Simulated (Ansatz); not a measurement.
# SnW: the cost of one run

Method: DFT PBE, scalar-relativistic, plane waves, PAW, in Ansatz 0.2.0.

## (1) The system as given

The structure is cubic, space group Pm-3m (No. 221). Conventional cell: a = 3.591 Å, b = 3.591 Å, c = 3.591 Å, α = 90.00°, β = 90.00°, γ = 90.00°. Sn (site symmetry m-3m) has 8 W at 3.11 Å as nearest neighbours. W (site symmetry m-3m) has 8 Sn at 3.11 Å as nearest neighbours.

Structure file:

```xyz
2
Lattice="3.5914 0.0000 0.0000 0.0000 3.5914 0.0000 0.0000 0.0000 3.5914" Properties=species:S:1:pos:R:3 pbc="T T T"
Sn    0.0000    0.0000    0.0000
W     1.7957    1.7957    1.7957
```

A structure generator made this guess: species swapped into a database cell of LiPd (Pm-3m, No. 221), with Sn on the Li sites and W on the Pd sites. The dimensions are guesses.

## (2) A first look at the guess

Contents of input.yaml:

```yaml
crystal:
  lattice:
    - [3.59144247, 0.0, 0.0]
    - [0.0, 3.59144247, 0.0]
    - [0.0, 0.0, 3.59144247]
  atoms:
    - { symbol: Sn, position: [0.0, 0.0, 0.0] }
    - { symbol: W, position: [0.5, 0.5, 0.5] }
basis:
  ecutwfc: 420
kpoints:
  mp_grid: { grid: [6, 6, 6] }
hamiltonian:
  xc: pbe
scf:
  occupations: { method: gaussian, width: 0.1 }
  lower_state_search: "off"
output:
  forces: true
  stress: true
  eigenvalues: true
```

Run with:

```bash
ansatz run input.yaml --threads 1 --pin off --max-ram 2560MiB --backend cpu --events-out ev --progress --plain --runs-dir out
```

Q: Estimate wall time and peak memory on 1 thread of Arm Neoverse V2, shared host.

About 1.1 s, with a peak of 0.29 GiB.
